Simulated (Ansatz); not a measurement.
This script makes the interaction energy of a dimer with the counterpoise correction of BClHI, SMILES ClBI with Ansatz 0.2.0 through its Python package.

`dimer_bclhi.py`
```python
"""Interaction energy of two BClHI molecules, with the counterpoise correction."""

import ansatz as az

FIRST = [
    ("Cl", (-1.6997, -0.5863, 0.1608)),
    ("B", (-0.0799, 0.1793, -0.1299)),
    ("I", (1.6576, -0.7398, 0.787)),
    ("H", (0.122, 1.1469, -0.8178)),
]
SECOND = [
    ("Cl", (4.0798, 0.7301, -5.0422)),
    ("B", (2.3412, 1.0939, -4.6688)),
    ("I", (1.9141, 2.3997, -2.9905)),
    ("H", (1.3937, 0.6929, -5.2947)),
]

def energy(atoms, ghosts=()):
    molecule = az.Crystal.molecule()
    for symbol, xyz in atoms:
        molecule = molecule.atom(symbol, xyz)
    calc = (
        molecule.calculation()
        .basis(gaussian="def2-SVPD")
        .functional("r2scan", dispersion="d3bj")
    )
    deck = calc.input()
    if ghosts:
        deck = deck.set(az.key.basis.gaussian.ghost_atoms, [{"symbol": s, "position_ang": list(xyz)} for s, xyz in ghosts])
    return az.Session.from_dict(deck).plan().execute().report["free_energy_ev"]

# ghost atoms carry the functions of the partner
both = energy(FIRST + SECOND)
alone = energy(FIRST) + energy(SECOND)
ghosted = energy(FIRST, SECOND) + energy(SECOND, FIRST)
print(f"dimer {both:.6f} eV")
print(f"interaction, uncorrected   {96.485332 * (both - alone):8.3f} kJ/mol")
print(f"interaction, counterpoise  {96.485332 * (both - ghosted):8.3f} kJ/mol")
print(f"basis-set superposition    {96.485332 * (alone - ghosted):8.3f} kJ/mol")
```

How large is the interaction at this pose, and how much of it is basis-set superposition?

Uncorrected it is -2.940 kJ/mol, with the counterpoise correction -1.351 kJ/mol; the difference, 1.59 kJ/mol, is the superposition error.

The run itself:

Running `python dimer_bclhi.py` prints:
```text
DeckWarning: the engine holds no damping parameters fitted to this dispersion correction and functional, so the run takes those fitted to r2scan beside the three-body term, which d3bj leaves out (hamiltonian.dispersion, under Limitations)
dimer -42630.240051 eV
interaction, uncorrected     -2.940 kJ/mol
interaction, counterpoise    -1.351 kJ/mol
basis-set superposition       1.589 kJ/mol
```
(Warnings from the package without file and line.)

Reading the output:
- Total energies depend on the basis set; only differences at equal settings carry meaning.
- The dimer is a generated trial pose of unrelaxed monomers, not a minimum, so the figure is no binding energy, and the basis set is small.
- def2 sets replace the cores of elements past krypton by effective core potentials.
- A dispersion term here runs with damping parameters fitted for another variant or functional.
- Processor time in the engine: 30 s on 1 thread of Intel(R) Xeon(R) Processor @ 2.30GHz, on a shared host, peak memory 0.41 GiB.
